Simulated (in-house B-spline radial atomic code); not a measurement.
# Ir²⁷⁺: excited configurations in jj coupling

Wanted: excitation energies of Ir²⁷⁺ as differences of total energies (ΔSCF).

Program: in-house B-spline radial atomic code version 1. Level of theory: Dirac-Hartree-Fock, average of configuration, Fermi nucleus, basis-set limit. These are calculated values, not measurements, unless marked.

### 1 The atom as given

* element: iridium (Z = 77)
* charge: +27
* electrons: 50
* configuration: 1s2 2s2 2p6 3s2 3p6 3d10 4s2 4p6 4d10 4f-4
* Hamiltonian: Dirac-Coulomb
* nucleus: Fermi, rms radius 5.403 fm

In configurations, a minus sign after the shell means j = l − 1/2 and a plus sign j = l + 1/2; the count of electrons follows.

Settings of the run:

```ini
Z = 77
electrons = 50.0
configuration = 1s2 2s2 2p6 3s2 3p6 3d10 4s2 4p6 4d10 4f-4
hamiltonian = dirac
method = hf
spin_polarised = False
nucleus = fermi
rms_radius = 5.4032
mass_number = 193
atomic_mass = 192.962923753
speed_of_light = 137.035999084
```

This reference run was done before. Its total energy is -17511.429160 hartree, and its levels are (the highest eight at most):

| orbital | occupation | energy (eV) | <r> (bohr) |
| --- | --- | --- | --- |
| 3d3/2 | 4 | -3063.64 | 0.1700 |
| 3d5/2 | 6 | -2979.26 | 0.1741 |
| 4s1/2 | 2 | -1551.27 | 0.4065 |
| 4p1/2 | 2 | -1439.18 | 0.4066 |
| 4p3/2 | 4 | -1336.03 | 0.4326 |
| 4d3/2 | 4 | -1152.77 | 0.4301 |
| 4d5/2 | 6 | -1122.24 | 0.4393 |
| 4f5/2 | 4 | -904.49 | 0.4207 |

### 2 Run with 1s2 2s2 2p6 3s2 3p6 3d10 4s2 4p6 4d-3 4d+6 4f+4 7f+1

Settings of the run:

```ini
Z = 77
electrons = 50.0
configuration = 1s2 2s2 2p6 3s2 3p6 3d10 4s2 4p6 4d-3 4d+6 4f+4 7f+1
hamiltonian = dirac
method = hf
spin_polarised = False
nucleus = fermi
rms_radius = 5.4032
mass_number = 193
atomic_mass = 192.962923753
speed_of_light = 137.035999084
```

### 3 1s2 2s2 2p6 3s2 3p6 3d10 4s2 4p6 4d10 4f-2 4f+1 8d-1

Changes to the settings of step 2:

```diff
@@ -2,3 +2,3 @@
 electrons = 50.0
-configuration = 1s2 2s2 2p6 3s2 3p6 3d10 4s2 4p6 4d-3 4d+6 4f+4 7f+1
+configuration = 1s2 2s2 2p6 3s2 3p6 3d10 4s2 4p6 4d10 4f-2 4f+1 8d-1
 hamiltonian = dirac
```

### 4 Configuration 1s2 2s2 2p6 3s2 3p6 3d10 4s2 4p6 4d10 4f-2 4f+1 7p+1

Changes to the settings of step 3:

```diff
@@ -2,3 +2,3 @@
 electrons = 50.0
-configuration = 1s2 2s2 2p6 3s2 3p6 3d10 4s2 4p6 4d10 4f-2 4f+1 8d-1
+configuration = 1s2 2s2 2p6 3s2 3p6 3d10 4s2 4p6 4d10 4f-2 4f+1 7p+1
 hamiltonian = dirac
```

### 5 1s2 2s2 2p6 3s2 3p6 3d10 4s2 4p6 4d-3 4d+6 4f-4 5f-1

Changes to the settings of step 4:

```diff
@@ -2,3 +2,3 @@
 electrons = 50.0
-configuration = 1s2 2s2 2p6 3s2 3p6 3d10 4s2 4p6 4d10 4f-2 4f+1 7p+1
+configuration = 1s2 2s2 2p6 3s2 3p6 3d10 4s2 4p6 4d-3 4d+6 4f-4 5f-1
 hamiltonian = dirac
```

### 6 Configuration 1s2 2s2 2p6 3s2 3p6 3d10 4s2 4p6 4d-4 4d+5 4f+4 7d+1

Changes to the settings of step 5:

```diff
@@ -2,3 +2,3 @@
 electrons = 50.0
-configuration = 1s2 2s2 2p6 3s2 3p6 3d10 4s2 4p6 4d-3 4d+6 4f-4 5f-1
+configuration = 1s2 2s2 2p6 3s2 3p6 3d10 4s2 4p6 4d-4 4d+5 4f+4 7d+1
 hamiltonian = dirac
```

### 7 Configuration 1s2 2s2 2p6 3s2 3p6 3d10 4s2 4p6 4d10 4f-1 4f+3

Changes to the settings of step 6:

```diff
@@ -2,3 +2,3 @@
 electrons = 50.0
-configuration = 1s2 2s2 2p6 3s2 3p6 3d10 4s2 4p6 4d-4 4d+5 4f+4 7d+1
+configuration = 1s2 2s2 2p6 3s2 3p6 3d10 4s2 4p6 4d10 4f-1 4f+3
 hamiltonian = dirac
```

### 8 Run with 1s2 2s2 2p6 3s2 3p6 3d10 4s2 4p6 4d10 4f-2 4f+2

Changes to the settings of step 7:

```diff
@@ -2,3 +2,3 @@
 electrons = 50.0
-configuration = 1s2 2s2 2p6 3s2 3p6 3d10 4s2 4p6 4d10 4f-1 4f+3
+configuration = 1s2 2s2 2p6 3s2 3p6 3d10 4s2 4p6 4d10 4f-2 4f+2
 hamiltonian = dirac
```

### 9 Run with 1s2 2s2 2p6 3s2 3p6 3d10 4s2 4p6 4d10 4f+4

Changes to the settings of step 8:

```diff
@@ -2,3 +2,3 @@
 electrons = 50.0
-configuration = 1s2 2s2 2p6 3s2 3p6 3d10 4s2 4p6 4d10 4f-2 4f+2
+configuration = 1s2 2s2 2p6 3s2 3p6 3d10 4s2 4p6 4d10 4f+4
 hamiltonian = dirac
```

**Question.** How far above the reference does each configuration lie (order and size, in eV)?

**Answer**, as computed:

| net move | configuration | energy above the reference (eV) | with Breit, QED, recoil (eV) | largest <r> (bohr) |
| --- | --- | --- | --- | --- |
| 2×4f5/2 → 2×4f7/2 | 1s2 2s2 2p6 3s2 3p6 3d10 4s2 4p6 4d10 4f-2 4f+2 | 13.412 | 12.937 | 0.439 |
| 3×4f5/2 → 3×4f7/2 | 1s2 2s2 2p6 3s2 3p6 3d10 4s2 4p6 4d10 4f-1 4f+3 | 17.541 | 16.904 | 0.438 |
| 4×4f5/2 → 4×4f7/2 | 1s2 2s2 2p6 3s2 3p6 3d10 4s2 4p6 4d10 4f+4 | 19.951 | 19.203 | 0.438 |
| 2×4f5/2 → 4f7/2, 7p3/2 | 1s2 2s2 2p6 3s2 3p6 3d10 4s2 4p6 4d10 4f-2 4f+1 7p+1 | 610.05 | 609.88 | 1.89 |
| 4d3/2 → 5f5/2 | 1s2 2s2 2p6 3s2 3p6 3d10 4s2 4p6 4d-3 4d+6 4f-4 5f-1 | 632.65 | 631.86 | 0.896 |
| 2×4f5/2 → 4f7/2, 8d3/2 | 1s2 2s2 2p6 3s2 3p6 3d10 4s2 4p6 4d10 4f-2 4f+1 8d-1 | 704.14 | 703.88 | 2.70 |
| 4d5/2, 4×4f5/2 → 4×4f7/2, 7d5/2 | 1s2 2s2 2p6 3s2 3p6 3d10 4s2 4p6 4d-4 4d+5 4f+4 7d+1 | 873.85 | 872.62 | 1.99 |
| 4d3/2, 4×4f5/2 → 4×4f7/2, 7f7/2 | 1s2 2s2 2p6 3s2 3p6 3d10 4s2 4p6 4d-3 4d+6 4f+4 7f+1 | 911.81 | 910.24 | 2.10 |

The energies run from 13.412 eV (2×4f5/2 → 2×4f7/2) to 911.81 eV (4d3/2, 4×4f5/2 → 4×4f7/2, 7f7/2). Two partly filled shells share a symmetry and can mix in the average, which may lower the energy, for: 4d3/2 → 5f5/2; 4d5/2, 4×4f5/2 → 4×4f7/2, 7d5/2; 4d3/2, 4×4f5/2 → 4×4f7/2, 7f7/2. These are averages over configurations, without correlation, not spectroscopic levels.
